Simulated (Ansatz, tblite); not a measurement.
# [MoOS3]2- (MoS₃O (-2)): which spin state is lowest

Aim: set other spin states of [MoOS3]2- (MoS₃O (-2)) against its singlet, on many levels of theory.

Program: Ansatz 0.2.0, Gaussian basis. Level of theory: as each input shows. These are calculated values, not measurements.

Levels to be run: triplet, at the geometry of the singlet (GFN1-xTB, GFN2-xTB, PBE0-D4/def2-TZVPD, PBE-D4/def2-TZVPD, r2SCAN-D4/def2-TZVPD); the singlet's energies come from earlier runs.

## (1) The relaxed structure

The geometry is that of the singlet, from an earlier relaxation (PBE-D4/def2-SVPD).

5 atoms, charge -2, spin multiplicity 1.

Bond lengths: Mo1–O2 1.734 Å, Mo1–S3 2.246 Å, Mo1–S4 2.246 Å, Mo1–S5 2.246 Å. Angles: O2–Mo1–S3 108.3°, O2–Mo1–S4 108.3°, O2–Mo1–S5 108.3°, S3–Mo1–S4 110.6°, S3–Mo1–S5 110.6°, S4–Mo1–S5 110.6°.

Formally the metal is d0. Mo takes a core potential in the def2 sets. No spin-orbit coupling is included. The ion is computed in the gas phase, without counter-ions or solvent.

## (2) Triplet at the fixed geometry, GFN1-xTB

Tight binding, by tblite at 300 K electronic temperature and without a spin-polarisation term:

```python
tblite.interface.Calculator('GFN1-xTB', numbers, positions, charge=-2, uhf=2).singlepoint()
```

Energy -495.3431 eV; 0.006 s.

## (3) Triplet at the fixed geometry, GFN2-xTB

Tight binding, by tblite at 300 K electronic temperature and without a spin-polarisation term:

```python
tblite.interface.Calculator('GFN2-xTB', numbers, positions, charge=-2, uhf=2).singlepoint()
```

Energy -444.3576 eV; 0.008 s.

## (4) Triplet at the fixed geometry, PBE0-D4/def2-TZVPD

File in.yaml:

```yaml
crystal:
  periodic: [false, false, false]
  atoms:
    - {symbol: Mo, position_ang: [0.000393, -0.000687, 0.075749]}
    - {symbol: O, position_ang: [0.008722, -0.015789, 1.809581]}
    - {symbol: S, position_ang: [2.129545, 0.010367, -0.638581]}
    - {symbol: S, position_ang: [-1.073543, 1.849817, -0.607003]}
    - {symbol: S, position_ang: [-1.065117, -1.843718, -0.639745]}
basis:
  gaussian: {orbitals: def2-TZVPD}
total_charge: -2
magnetization: {spin_polarized: true, initial_magnetization: 2}
hamiltonian: {xc: pbe0, dispersion: d4}
scf: {omitted_lower_state_checks: [starts]}
output: {orbitals: {seedname: orbitals}}
```

The run is started by

```sh
$ ansatz run in.yaml --threads 4 --pin off --events-out ev --progress --plain --max-ram 3916MiB
```

Log:

```text
Functional definition: PBE0
  name "PBE0"
  cite "Adamo & Barone, J. Chem. Phys. 110, 6158 (1999) doi:10.1063/1.478522"
  cite "Perdew, Burke & Ernzerhof, Phys. Rev. Lett. 77, 3865 (1996) doi:10.1103/PhysRevLett.77.3865"
  parent pbe
  parameter a = 0.25
  parameter kappa = 0.804
  parameter beta = 0.06672455060314922
  exchange = (1 - a)*pbe_x(kappa = kappa, mu = beta*pi^2/3) + a*exact_x
  correlation = pbe_c(beta = beta)
these checks for a lower state are left out or cut short: starts
1507 factors; their error is unknown
mean field evaluation 1: about -36383.9885 eV, gradient 5.5e1 eV
mean field evaluation 2: about -36148.8013 eV, gradient 2.4e2 eV
mean field evaluation 4: about -36386.6787 eV, gradient 5.6e1 eV
mean field evaluation 8: about -36400.9457 eV, gradient 1.1e0 eV
mean field evaluation 16: about -36401.1100 eV, gradient 4.5e-2 eV
mean field evaluation 32: about -36401.1102 eV, gradient 1.7e-4 eV
mean field -36401.11109664 eV, -1337.7161592424 hartree, gradient 9.5e-6 eV, S^2 2.025644; 0 other end points of the search recorded, 0 dependent functions left out
reference -36401.11113206 eV, -1337.7161605437 hartree; 37, 35 occupied and 181, 183 virtual orbitals, 1507 factors
Total energy: -36401.37866517 eV, -1337.7259922043 hartree
Checks for a lower state left out: starts
```

Wall time 33 s (4 threads of Arm Neoverse V1, shared host); peak memory 1.4 GiB.

HOMO 4.01 eV, LUMO 3.72 eV (over both spins; with the spin held, an empty level of the minority spin lies below the top filled one); ⟨S²⟩ 2.026 (pure: 2.00). Doubts: highest occupied level lies above zero.

## (5) Triplet at the fixed geometry, PBE-D4/def2-TZVPD

start.molden holds the orbitals of an earlier run on this state, given as this run's starting guess.

Changes to in.yaml since step 4:

```diff
@@ -9,6 +9,6 @@
 basis:
-  gaussian: {orbitals: def2-TZVPD}
+  gaussian: {orbitals: def2-TZVPD, initial_orbitals: start.molden}
 total_charge: -2
 magnetization: {spin_polarized: true, initial_magnetization: 2}
-hamiltonian: {xc: pbe0, dispersion: d4}
+hamiltonian: {xc: pbe, dispersion: d4}
 scf: {omitted_lower_state_checks: [starts]}
```

The command is unchanged.

Log:

```text
Functional definition: PBE
  name "PBE"
  cite "Perdew, Burke & Ernzerhof, Phys. Rev. Lett. 77, 3865 (1996) doi:10.1103/PhysRevLett.77.3865"
  parent pbe
  parameter kappa = 0.804
  parameter beta = 0.06672455060314922
  exchange = pbe_x(kappa = kappa, mu = beta*pi^2/3)
  correlation = pbe_c(beta = beta)
these checks for a lower state are left out or cut short: starts
1371 factors; their error is unknown
mean field evaluation 1: about -36400.5617 eV, gradient 1.0e1 eV
mean field evaluation 2: about -36400.7753 eV, gradient 4.3e-1 eV
mean field evaluation 4: about -36400.8082 eV, gradient 2.1e-2 eV
mean field evaluation 8: about -36400.7127 eV, gradient 2.9e0 eV
mean field evaluation 16: about -36400.7958 eV, gradient 5.9e-3 eV
mean field evaluation 32: about -36400.7958 eV, gradient 1.2e-5 eV
mean field -36400.79582835 eV, -1337.7045733463 hartree, gradient 3.8e-6 eV, S^2 2.007555; 0 other end points of the search recorded, 0 dependent functions left out
reference -36400.79587135 eV, -1337.7045749265 hartree; 37, 35 occupied and 181, 183 virtual orbitals, 1371 factors
Total energy: -36401.10358502 eV, -1337.7158831955 hartree
Checks for a lower state left out: starts
```

It took 24 s on 4 threads of Arm Neoverse V1, shared host; peak memory 0.71 GiB.

HOMO 4.74 eV, LUMO 2.65 eV (over both spins; with the spin held, an empty level of the minority spin lies below the top filled one); ⟨S²⟩ 2.008 (pure: 2.00). Doubts: highest occupied level lies above zero.

## (6) Triplet at the fixed geometry, r2SCAN-D4/def2-TZVPD

Changes to in.yaml since step 5:

```diff
@@ -12,3 +12,3 @@
 magnetization: {spin_polarized: true, initial_magnetization: 2}
-hamiltonian: {xc: pbe, dispersion: d4}
+hamiltonian: {xc: r2scan, dispersion: d4}
 scf: {omitted_lower_state_checks: [starts]}
```

The command is unchanged.

Log, cut to the lines that bear on the results:

```text
Functional definition: r2SCAN
  name "r2SCAN"
  cite "Furness, Kaplan, Ning, Perdew & Sun, J. Phys. Chem. Lett. 11, 8208 (2020) doi:10.1021/acs.jpclett.0c02405"
  cite "Furness, Kaplan, Ning, Perdew & Sun, J. Phys. Chem. Lett. 11, 9248 (2020) doi:10.1021/acs.jpclett.0c03077"
  parent r2scan
[...]
1371 factors; their error is unknown
[...]
mean field -36413.47980459 eV, -1338.1707008755 hartree, gradient 7.6e-6 eV, S^2 2.015848; 0 other end points of the search recorded, 0 dependent functions left out
reference -36413.47985790 eV, -1338.1707028347 hartree; 37, 35 occupied and 181, 183 virtual orbitals, 1371 factors
Total energy: -36413.54826589 eV, -1338.1732167820 hartree
Checks for a lower state left out: starts
```

It took 38 s on 4 threads of Arm Neoverse V1, shared host; peak memory 0.8 GiB.

HOMO 4.90 eV, LUMO 3.03 eV (over both spins; with the spin held, an empty level of the minority spin lies below the top filled one); ⟨S²⟩ 2.016 (pure: 2.00). Doubts: highest occupied level lies above zero.

## (7) Triplet less singlet, vertical

The singlet's energies are those of its earlier runs, whose logs aren't repeated here.

```
               level  triplet less singlet, vertical (eV)     time
            GFN1-xTB                               +3.170  0.012 s
            GFN2-xTB                               +2.580  0.014 s
   PBE-D4/def2-TZVPD                               +2.178     26 s
r2SCAN-D4/def2-TZVPD                               +2.228     46 s
  PBE0-D4/def2-TZVPD                               +2.078     38 s
```

Times add the two runs; a level without a time comes out of a correlated run. Tight binding without a spin term can't rank spin states.

## (8) Results

| quantity | value |
| --- | --- |
| triplet less singlet, vertical, functionals in def2-TZVPD | +2.078 (PBE0-D4) to +2.228 eV (r2SCAN-D4) |

**Reading.** All functionals put the triplet above the singlet, over a spread of 0.150 eV. The checks for a lower triplet were left out, so another state of that spin may lie lower. The singlet here is a closed shell; an open-shell singlet can lie lower. These are electronic energies, without zero-point motion, entropy or surroundings.

A small anion of this charge may not be bound in the gas phase; the finite basis can hold electrons that would leave.
